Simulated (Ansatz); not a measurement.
# Ca3HfI: the cost of one run

Method: DFT PBE, scalar-relativistic, plane waves, PAW, in Ansatz 0.2.0.

2 further runs of the same task are left out: 1 that didn't finish, 1 set aside as unsound or not needed.

## (1) Starting point

Symmetry: Pm-3m, No. 221, cubic system. Conventional cell: a = 4.929 Å, b = 4.929 Å, c = 4.929 Å, α = 90.00°, β = 90.00°, γ = 90.00°. Ca (site symmetry 4/mmm) has 2 I at 2.46 Å as nearest neighbours. Hf (site symmetry m-3m) has 12 Ca at 3.49 Å as nearest neighbours. Around I (site symmetry m-3m) lie 6 Ca at 2.46 Å.

As a file:

```cif
data_structure
_symmetry_space_group_name_H-M 'P 1'
_symmetry_Int_Tables_number 1
_cell_length_a 4.9294
_cell_length_b 4.9294
_cell_length_c 4.9294
_cell_angle_alpha 90.000
_cell_angle_beta 90.000
_cell_angle_gamma 90.000
_cell_volume 119.78
loop_
_atom_site_label
_atom_site_type_symbol
_atom_site_fract_x
_atom_site_fract_y
_atom_site_fract_z
_atom_site_occupancy
Ca1 Ca 0.00000 0.50000 0.50000 1
Ca2 Ca 0.50000 0.50000 0.00000 1
Ca3 Ca 0.50000 0.00000 0.50000 1
Hf1 Hf 0.00000 0.00000 0.00000 1
I1 I 0.50000 0.50000 0.50000 1
```

A structure generator made this guess: species swapped into a database cell of AlFe3C (Pm-3m, No. 221), with Hf on the Al sites, Ca on the Fe sites and I on the C sites. Lengths come from tabulated atomic sizes and are only a guess.

## (2) A first look at the guess

File input.yaml:

```yaml
crystal:
  lattice:
    - [4.92938598, 0.0, 0.0]
    - [0.0, 4.92938598, 0.0]
    - [0.0, 0.0, 4.92938598]
  atoms:
    - { symbol: Ca, position: [0.0, 0.5, 0.5] }
    - { symbol: Ca, position: [0.5, 0.5, 0.0] }
    - { symbol: Ca, position: [0.5, 0.0, 0.5] }
    - { symbol: Hf, position: [0.0, 0.0, 0.0] }
    - { symbol: I, position: [0.5, 0.5, 0.5] }
basis:
  ecutwfc: 420
kpoints:
  mp_grid: { grid: [4, 4, 4] }
hamiltonian:
  xc: pbe
scf:
  occupations: { method: gaussian, width: 0.1 }
  lower_state_search: "off"
output:
  forces: true
  stress: true
  eigenvalues: true
```

On the command line:

```sh
ansatz run input.yaml --threads 1 --pin off --max-ram 2048MiB --backend cpu --events-out ev --progress --plain --runs-dir out
```

What time and memory should one allow on 1 thread of Arm Neoverse V2, shared host?

About 4.7 s, with a peak of 0.46 GiB.
